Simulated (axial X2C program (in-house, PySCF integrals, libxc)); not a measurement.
**GaCu⁺: EOM-IP-CCSD levels**

Wanted for GaCu⁺: EOM-IP-CCSD levels, at the two-component level.

The runs use an in-house X2C program for linear molecules on PySCF integrals; two-component X2C with atomic mean-field terms, Ga dyall-cv3z, Cu dyall-cv3z.

All values are calculated.

### Step 1. The job

The input, task.json:

```json
{
 "zs": [
  31,
  29
 ],
 "q": 1,
 "bas": [
  "dyall-cv3z",
  "dyall-cv3z"
 ],
 "r0": 2.36,
 "eom": "ip",
 "rq": 0,
 "thr": -1.0,
 "nmax": 95,
 "grid": [
  1,
  0.96,
  1.045,
  0.92,
  1.09,
  1.15
 ]
}
```

Keys: zs atomic numbers; q charge; bas basis sets; r0 starting distance in Å; eom kind of EOM run; thr threshold in hartree for freezing inner shells (an s shell follows its p shell); nmax most natural virtual spinors; grid distances as factors.

The run is started by

```sh
> python soeom.py task.json out
```

The runs that follow: EOM-IP-CCSD at 2.377 Å.

Q: Predict the outcome of this session. Wanted: next root led by one particle; T1 of the reference.

**Answer**, as computed:

| quantity | value |
| --- | --- |
| lowest root at 2.377 Å | Ω = 1/2, 6.700 eV |
| next root led by one particle | Ω = 1/2, about 21080 cm⁻¹ higher |
| T1 of the reference | 0.037 |

**Reading.** Removing an electron from the reference determinant of GaCu costs 6.70 eV and empties a spinor of 58% Ga pσ, 31% Cu sσ, 7% Ga sσ. Errors of 0.1 to 0.3 eV are usual at this size, and roots led by higher excitations are left out, so the list is incomplete, and low states of that kind can be missing. T1 or the largest double amplitude of the reference is raised, which lowers the reliability.
